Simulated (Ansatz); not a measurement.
# C₁₀H₁₄: a ladder of functionals and wavefunction methods

An exercise on one series of results from a longer session: the logs are not shown, and one member is left open.

Program: Ansatz 0.2.0, Gaussian basis. Level of theory: functionals in def2-TZVPP, the program's frozen cores in correlated methods. These are calculated values, not measurements.

Plan: LDA (SPW92), PBE-D4, revPBE-D4, BLYP-D4, r2SCAN-D4, B97M-V, PBE0-D4, B3LYP-D4, r2SCANh-D4, r2SCAN0-D4, HSE06-D4, BHLYP-D4, CAM-B3LYP-D4, LC-ωPBE, ωB97X-V, ωB97M-V, B2PLYP, PBE-QIDH; CCSD(T)/def2-SVP; CCSD(T)/def2-TZVPP; MP2/def2-QZVPP; extrapolation to the limit; RPA on PBE.

## The geometry

All runs share one geometry, relaxed beforehand with PBE0-D4 in a triple-zeta def2 set.

SMILES `CC(C)Cc1ccccc1`, 24 atoms, charge 0, spin multiplicity 1.

Atoms are counted from 1 here; the program's logs count them from 0.

Bond lengths: C1–C2 1.521 Å, C1–H11 1.093 Å, C1–H12 1.095 Å, C1–H13 1.093 Å, C2–C3 1.520 Å, C2–C4 1.534 Å, C2–H14 1.098 Å, C3–H15 1.092 Å, C3–H16 1.095 Å, C3–H17 1.093 Å, C4–C5 1.500 Å, C4–H18 1.096 Å, C4–H19 1.095 Å, C5–C6 1.393 Å, C5–C10 1.391 Å, C6–C7 1.385 Å, C6–H20 1.086 Å, C7–C8 1.388 Å and more. Angles: C2–C1–H11 111.5°, C2–C1–H12 110.7°, C2–C1–H13 111.2°, H11–C1–H12 107.7°, H11–C1–H13 108.0°, H12–C1–H13 107.6°, C1–C2–C3 111.1°, C1–C2–C4 110.2°, C1–C2–H14 108.3°, C3–C2–C4 111.7°, C3–C2–H14 108.0°, C4–C2–H14 107.4°, C2–C3–H15 111.6°, C2–C3–H16 110.6°, C2–C3–H17 111.0°, H15–C3–H16 107.8°, H15–C3–H17 108.0°, H16–C3–H17 107.6° and more.

Coordinates:

```mol
C10H14
  3D, bonds by distance, orders not assigned

 24 24  0  0  0  0  0  0  0  0999 V2000
    2.3047   -0.1889    2.1201 C   0  0
    1.4195    0.1577    0.9332 C   0  0
    1.0617    1.6354    0.9313 C   0  0
    0.1676   -0.7282    0.9283 C   0  0
   -0.6927   -0.5538   -0.2876 C   0  0
   -0.2988   -1.0887   -1.5120 C   0  0
   -1.0661   -0.9071   -2.6511 C   0  0
   -2.2488   -0.1839   -2.5862 C   0  0
   -2.6551    0.3510   -1.3739 C   0  0
   -1.8820    0.1656   -0.2370 C   0  0
    2.5948   -1.2429    2.1090 H   0  0
    1.7809    0.0024    3.0623 H   0  0
    3.2175    0.4120    2.1219 H   0  0
    1.9774   -0.0582    0.0129 H   0  0
    0.4477    1.8998    0.0681 H   0  0
    0.5004    1.8970    1.8346 H   0  0
    1.9614    2.2552    0.9093 H   0  0
   -0.4189   -0.5124    1.8283 H   0  0
    0.4819   -1.7749    1.0030 H   0  0
    0.6223   -1.6607   -1.5705 H   0  0
   -0.7428   -1.3354   -3.5933 H   0  0
   -2.8519   -0.0426   -3.4756 H   0  0
   -3.5796    0.9142   -1.3110 H   0  0
   -2.2063    0.5867    0.7093 H   0  0
  1  2  8  0
  2  3  8  0
  2  4  8  0
  4  5  8  0
  5  6  8  0
  6  7  8  0
  7  8  8  0
  8  9  8  0
  9 10  8  0
  1 11  8  0
  1 12  8  0
  1 13  8  0
  2 14  8  0
  3 15  8  0
  3 16  8  0
  3 17  8  0
  4 18  8  0
  4 19  8  0
  6 20  8  0
  7 21  8  0
  8 22  8  0
  9 23  8  0
 10 24  8  0
  5 10  8  0
M  END
```

Set-up of the first run:

in.yaml

```yaml
crystal:
  periodic: [false, false, false]
  atoms:
    - {symbol: C, position_ang: [2.304718, -0.188942, 2.120110]}
    - {symbol: C, position_ang: [1.419497, 0.157733, 0.933229]}
    - {symbol: C, position_ang: [1.061691, 1.635388, 0.931280]}
    - {symbol: C, position_ang: [0.167641, -0.728155, 0.928254]}
    - {symbol: C, position_ang: [-0.692658, -0.553789, -0.287646]}
    - {symbol: C, position_ang: [-0.298770, -1.088733, -1.512023]}
    - {symbol: C, position_ang: [-1.066141, -0.907147, -2.651060]}
    - {symbol: C, position_ang: [-2.248758, -0.183925, -2.586176]}
    - {symbol: C, position_ang: [-2.655150, 0.351029, -1.373856]}
    - {symbol: C, position_ang: [-1.882000, 0.165587, -0.236964]}
    - {symbol: H, position_ang: [2.594847, -1.242928, 2.109041]}
    - {symbol: H, position_ang: [1.780906, 0.002363, 3.062280]}
    - {symbol: H, position_ang: [3.217539, 0.411974, 2.121881]}
    - {symbol: H, position_ang: [1.977406, -0.058185, 0.012928]}
    - {symbol: H, position_ang: [0.447651, 1.899822, 0.068127]}
    - {symbol: H, position_ang: [0.500377, 1.897039, 1.834641]}
    - {symbol: H, position_ang: [1.961405, 2.255248, 0.909347]}
    - {symbol: H, position_ang: [-0.418948, -0.512363, 1.828339]}
    - {symbol: H, position_ang: [0.481911, -1.774856, 1.002953]}
    - {symbol: H, position_ang: [0.622346, -1.660673, -1.570506]}
    - {symbol: H, position_ang: [-0.742813, -1.335427, -3.593289]}
    - {symbol: H, position_ang: [-2.851886, -0.042633, -3.475631]}
    - {symbol: H, position_ang: [-3.579572, 0.914232, -1.310978]}
    - {symbol: H, position_ang: [-2.206336, 0.586738, 0.709321]}
basis:
  gaussian: {orbitals: def2-TZVPP}
hamiltonian: {xc: lda}
output: {orbitals: {seedname: orbitals}}
```

The run is started by

```console
$ ansatz run in.yaml --threads 4 --pin off --events-out ev --progress --plain --max-ram 66560MiB --backend cuda --devices 0, --max-vram 37GiB
```

Among the steps run: LDA; PBE-D4 (GGA); revPBE-D4 (GGA); BLYP-D4 (GGA); r2SCAN-D4 (meta-GGA); B97M-V (meta-GGA); PBE0-D4 (hybrid); B3LYP-D4 (hybrid); r2SCANh-D4 (hybrid); r2SCAN0-D4 (hybrid); HSE06-D4 (hybrid); BHLYP-D4 (hybrid); CAM-B3LYP-D4 (range-separated); LC-ωPBE (range-separated); ωB97X-V (range-separated); ωB97M-V (range-separated); B2PLYP (double hybrid); PBE-QIDH (double hybrid).

One of the session's tables, all rows but one given; the rest of the session is left out.

It belongs to the step «Orbital energies across the functionals». 

| functional | HOMO (eV) | gap (eV) |
| --- | --- | --- |
| LDA (SPW92) | -6.18 | 4.84 |
| PBE-D4 | -5.97 | 4.89 |
| revPBE-D4 | -5.89 | 4.91 |
| BLYP-D4 | -5.78 | 4.86 |
| r2SCAN-D4 | -6.13 | 5.24 |
| B97M-V | ? | ? |
| PBE0-D4 | -6.94 | 6.77 |
| B3LYP-D4 | -6.72 | 6.36 |
| r2SCANh-D4 | -6.50 | 5.94 |
| r2SCAN0-D4 | -7.05 | 6.98 |
| HSE06-D4 | -6.55 | 6.00 |
| BHLYP-D4 | -7.71 | 8.58 |
| CAM-B3LYP-D4 | -8.13 | 9.04 |
| LC-ωPBE | -9.42 | 11.35 |
| ωB97X-V | -9.08 | 10.99 |
| ωB97M-V | -9.01 | 10.82 |

**Question.** Estimate the row for B97M-V.

As computed: HOMO (eV): -6.11; gap (eV): 5.27. In the column «HOMO (eV)» it lies between r2SCAN-D4 (-6.13) and PBE-D4 (-5.97).
